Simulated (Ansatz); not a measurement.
# SiGe2: the cost of one run

Method: DFT PBE, scalar-relativistic, plane waves, PAW, in Ansatz 0.2.0.

## Step 1: The starting structure

Symmetry: P-3m1, No. 164, trigonal system. The conventional cell has a = 3.996 Å, b = 3.996 Å, c = 9.787 Å, α = 90.00°, β = 90.00°, γ = 120.00°. Si (site symmetry 3m) has 4 Ge at 2.42 to 2.44 Å in its first shell of neighbours. Ge (site symmetry 3m) has 1 Si at 2.42 Å and 3 Ge at 2.46 Å in its first shell of neighbours. Ge (site symmetry 3m) is surrounded by 3 Si at 2.44 Å and 1 Ge at 2.50 Å.

As a file:

```cif
data_structure
_symmetry_space_group_name_H-M 'P-3m1'
_symmetry_Int_Tables_number 164
_cell_length_a 3.9955
_cell_length_b 3.9955
_cell_length_c 9.7871
_cell_angle_alpha 90.000
_cell_angle_beta 90.000
_cell_angle_gamma 120.000
_cell_volume 135.31
loop_
_atom_site_label
_atom_site_type_symbol
_atom_site_symmetry_multiplicity
_atom_site_Wyckoff_symbol
_atom_site_fract_x
_atom_site_fract_y
_atom_site_fract_z
_atom_site_occupancy
Si1 Si 2 d 0.33333 0.66667 0.79149 1
Ge1 Ge 2 d 0.66667 0.33333 0.45588 1
Ge2 Ge 2 c 0.00000 0.00000 0.12762 1
```

It is the end of an earlier relaxation with the same method, from a generated guess; it is a trial structure. At a tolerance of 0.02 Å it has space group P-3m1 (No. 164); it has 22.55 Å³/atom, an uncorrected energy of +0.02 eV/atom over the elements.

## Step 2: Bands, states and charges

input.yaml reads:

```yaml
crystal:
  lattice:
    - [3.9955312957, -2.89e-08, 0.0]
    - [-1.9977656229, 3.4602316181, 0.0]
    - [0.0, 0.0, 9.7871257]
  atoms:
    - { symbol: Si, position: [0.3333333333, 0.6666666667, 0.791495] }
    - { symbol: Si, position: [0.6666666667, 0.3333333333, 0.208505] }
    - { symbol: Ge, position: [0.6666666667, 0.3333333333, 0.455877] }
    - { symbol: Ge, position: [0.0, 0.0, 0.127624] }
    - { symbol: Ge, position: [0.3333333333, 0.6666666667, 0.544123] }
    - { symbol: Ge, position: [0.0, 0.0, 0.872376] }
basis:
  ecutwfc: 420
kpoints:
  mp_grid: { grid: [12, 12, 4] }
  band_path:
    path:
      - [[0.0, 0.0, 0.0], [0.5, 0.0, 0.0], [0.33333333, 0.33333333, 0.0], [0.0, 0.0, 0.0], [0.0, 0.0, 0.5], [0.5, 0.0, 0.5], [0.33333333, 0.33333333, 0.5], [0.0, 0.0, 0.5]]
      - [[0.5, 0.0, 0.5], [0.5, 0.0, 0.0]]
      - [[0.33333333, 0.33333333, 0.5], [0.33333333, 0.33333333, 0.0]]
    npoints: 14
hamiltonian:
  xc: pbe
scf:
  occupations: { method: gaussian, width: 0.02 }
  n_extra_bands: 15
output:
  forces: true
  stress: true
  eigenvalues: true
  populations: true
  dos: { projected: true, de: 0.02, nscf_kmesh: { grid: [18, 18, 6] } }
  bader: true
  write_density: true
  write_potential: true
  elf: true
  volumetric_format: npy
```

Command:

```console
$ ansatz run input.yaml --threads 4 --pin off --max-ram 8192MiB --backend cpu --events-out ev --progress --plain --runs-dir out
```

What time and memory should one allow on 4 threads of Arm Neoverse V2, shared host?

About 43 s, with a peak of 0.96 GiB.
